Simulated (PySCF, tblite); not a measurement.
# C4H14NOPSi2: infrared bands and NMR shifts

Aim: predict the infrared bands and NMR shifts of C4H14NOPSi2 (`C[C@H]1C[P@@](=O)(N([SiH3])[SiH3])C1`).

Programs: tblite 0.8.0 and PySCF 2.14.0, with density-fitted response routines of our own. Each step states its level of theory. These are calculated values for one molecule in the gas phase, unless marked as measured. Atoms are numbered from 0 throughout.

### 1 The molecule as given

23 atoms, charge 0, multiplicity 1; geometry from: GFN2-xTB.

Bonds of the start (Å): C0–C1 1.52, C1–C2 1.55, C2–P3 1.85, P3–O4 1.47, P3–N5 1.68, N5–Si6 1.75, N5–Si7 1.74, P3–C8 1.85, C8–C1 1.55, C0–H9 1.09, C0–H10 1.09, C0–H11 1.09, C1–H12 1.09, C2–H13 1.09, C2–H14 1.09, Si6–H15 1.46, Si6–H16 1.47, Si6–H17 1.46, Si7–H18 1.46, Si7–H19 1.46, Si7–H20 1.46, C8–H21 1.09, C8–H22 1.09.

### 2 Infrared spectrum with GFN2-xTB

What the job is given:

```
{"job": {"kind": "ir", "xc": "GFN2-xTB", "basis": "xTB"}, "charge": 0, "multiplicity": 1}
C      3.071897     0.427642    -0.585782
C      1.983946     0.036612     0.397883
C      0.891975     1.106496     0.633465
P     -0.320613    -0.271904     0.822926
O     -0.638157    -0.717710     2.181871
N     -1.651141    -0.068286    -0.187589
Si    -2.351965    -1.595870    -0.657537
Si    -2.580879     1.356772     0.196827
C      1.060927    -1.114472    -0.064719
H      2.638667     0.687754    -1.550033
H      3.629062     1.286035    -0.215492
H      3.766664    -0.397467    -0.730399
H      2.432125    -0.231622     1.358625
H      1.053229     1.759954     1.488729
H      0.722721     1.701604    -0.262216
H     -2.962723    -2.310868     0.461718
H     -1.263570    -2.387080    -1.237124
H     -3.340699    -1.216894    -1.662705
H     -3.253929     1.268137     1.491835
H     -3.535300     1.444386    -0.905299
H     -1.639577     2.479265     0.188932
H      1.351277    -2.109965     0.264873
H      0.931311    -1.105533    -1.145773
```

**Question.** This job is followed by: GIAO PBE0/pcSseg-1 NMR shielding, non-relativistic, gas phase. What will the session give for the following? strongest single infrared mode (GFN2-xTB); zero-point energy (GFN2-xTB); 13C shifts against TMS (PBE0/pcSseg-1, means over atoms taken as alike); 1H shifts against TMS (PBE0/pcSseg-1, means over atoms taken as alike); 31P shifts against H3PO4 (PBE0/pcSseg-1); 17O shifts against H2O (PBE0/pcSseg-1); 15N shifts against NH3 (PBE0/pcSseg-1); 29Si shifts against TMS (PBE0/pcSseg-1, means over atoms taken as alike).

**Answer**, as computed:

```
                                                                quantity                             value
                               strongest single infrared mode (GFN2-xTB)              801 cm⁻¹, 749 km/mol
                                            zero-point energy (GFN2-xTB)                    106.0 kcal/mol
 13C shifts against TMS (PBE0/pcSseg-1, means over atoms taken as alike)              50.8, 25.6, 24.6 ppm
  1H shifts against TMS (PBE0/pcSseg-1, means over atoms taken as alike)  4.64, 2.64, 2.50, 2.07, 1.28 ppm
                                31P shifts against H3PO4 (PBE0/pcSseg-1)                          11.1 ppm
                                  17O shifts against H2O (PBE0/pcSseg-1)                         164.9 ppm
                                  15N shifts against NH3 (PBE0/pcSseg-1)                          68.9 ppm
29Si shifts against TMS (PBE0/pcSseg-1, means over atoms taken as alike)                         -57.1 ppm
```

What this shows: All 63 modes are real, so the xTB geometry is a minimum. The strongest single mode, at 801 cm⁻¹, is spread over many atoms; the largest shares are those of H16, H20. Unscaled tight-binding wavenumbers are off by several per cent, some by more. Its intensities can rank the bands wrongly. At PBE0/pcSseg-1: The widest tensor belongs to P3: span 262 ppm, with a paramagnetic part of -660 ppm.
